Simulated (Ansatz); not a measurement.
# C2H3AlF3N: a ladder of functionals and wavefunction methods

The task here is to estimate one member of a computed series from the others.

The runs use Ansatz 0.2.0, Gaussian basis; functionals in def2-TZVPP, the program's frozen cores in correlated methods.

The runs, in order: LDA (SPW92), PBE-D4, revPBE-D4, BLYP-D4, r2SCAN-D4, B97M-V, PBE0-D4, B3LYP-D4, r2SCANh-D4, r2SCAN0-D4, HSE06-D4, BHLYP-D4, CAM-B3LYP-D4, LC-ωPBE, ωB97X-V, ωB97M-V, B2PLYP, PBE-QIDH; CCSD(T)/def2-SVP; CCSD(T)/def2-TZVPP; MP2/def2-QZVPP; extrapolation to the limit; RPA on PBE.

## The relaxed structure

An earlier PBE0-D4 in a triple-zeta def2 set relaxation fixed the geometry.

SMILES `CC#[N+][Al-]([F])([F])[F]`, 10 atoms, charge 0, spin multiplicity 1.

Atoms are counted from 1 here; the program's logs count them from 0.

Bond lengths: C1–C2 1.440 Å, C1–H8 1.091 Å, C1–H9 1.091 Å, C1–H10 1.091 Å, C2–N3 1.141 Å, N3–Al4 1.976 Å, Al4–F5 1.653 Å, Al4–F6 1.653 Å, Al4–F7 1.653 Å. Angles: C2–C1–H8 109.5°, C2–C1–H9 109.5°, C2–C1–H10 109.5°, H8–C1–H9 109.5°, H8–C1–H10 109.5°, H9–C1–H10 109.5°, C1–C2–N3 180.0°, C2–N3–Al4 180.0°, N3–Al4–F5 100.7°, N3–Al4–F6 100.7°, N3–Al4–F7 100.7°, F5–Al4–F6 116.6°, F5–Al4–F7 116.6°, F6–Al4–F7 116.6°.

The first run:

The input, in.yaml:

```yaml
crystal:
  periodic: [false, false, false]
  atoms:
    - {symbol: C, position_ang: [-0.166812, -1.192201, 1.853876]}
    - {symbol: C, position_ang: [-0.052286, -0.418203, 0.645413]}
    - {symbol: N, position_ang: [0.038248, 0.195229, -0.312485]}
    - {symbol: Al, position_ang: [0.194617, 1.257690, -1.971518]}
    - {symbol: F, position_ang: [1.834707, 1.269606, -2.176181]}
    - {symbol: F, position_ang: [-0.502340, 2.678391, -1.494129]}
    - {symbol: F, position_ang: [-0.675599, 0.321670, -3.019684]}
    - {symbol: H, position_ang: [-0.618850, -2.158720, 1.625299]}
    - {symbol: H, position_ang: [-0.793288, -0.657942, 2.570018]}
    - {symbol: H, position_ang: [0.824802, -1.346620, 2.282292]}
basis:
  gaussian: {orbitals: def2-TZVPP}
hamiltonian: {xc: lda}
output: {orbitals: {seedname: orbitals}}
```

On the command line:

```bash
ansatz run in.yaml --threads 4 --pin off --events-out ev --progress --plain --max-ram 10444MiB
```

Among the steps run: LDA; PBE-D4 (GGA); revPBE-D4 (GGA); BLYP-D4 (GGA); r2SCAN-D4 (meta-GGA); B97M-V (meta-GGA); B3LYP-D4 (hybrid); r2SCANh-D4 (hybrid); r2SCAN0-D4 (hybrid); HSE06-D4 (hybrid); BHLYP-D4 (hybrid); CAM-B3LYP-D4 (range-separated); LC-ωPBE (range-separated); ωB97X-V (range-separated); ωB97M-V (range-separated); B2PLYP (double hybrid); PBE-QIDH (double hybrid).

One of the session's tables, all rows but one given; the rest of the session is left out.

It belongs to the step «Orbital energies across the functionals». 

| functional | HOMO (eV) | gap (eV) |
| --- | --- | --- |
| LDA (SPW92) | ? | ? |
| PBE-D4 | -7.93 | 5.55 |
| revPBE-D4 | -7.84 | 5.54 |
| BLYP-D4 | -7.87 | 5.60 |
| r2SCAN-D4 | -8.41 | 6.26 |
| B97M-V | -8.51 | 6.49 |
| PBE0-D4 | -9.99 | 8.68 |
| B3LYP-D4 | -9.68 | 8.10 |
| r2SCANh-D4 | -9.18 | 7.43 |
| r2SCAN0-D4 | -10.35 | 9.19 |
| HSE06-D4 | -9.57 | 7.87 |
| BHLYP-D4 | -12.05 | 11.91 |
| CAM-B3LYP-D4 | -11.58 | 11.46 |
| LC-ωPBE | -12.87 | 14.00 |
| ωB97X-V | -12.55 | 13.60 |
| ωB97M-V | -12.53 | 13.48 |

Estimate the missing values for LDA (SPW92).

The run gave: HOMO (eV): -8.20; gap (eV): 5.57. In the column «HOMO (eV)» it lies between r2SCAN-D4 (-8.41) and PBE-D4 (-7.93).
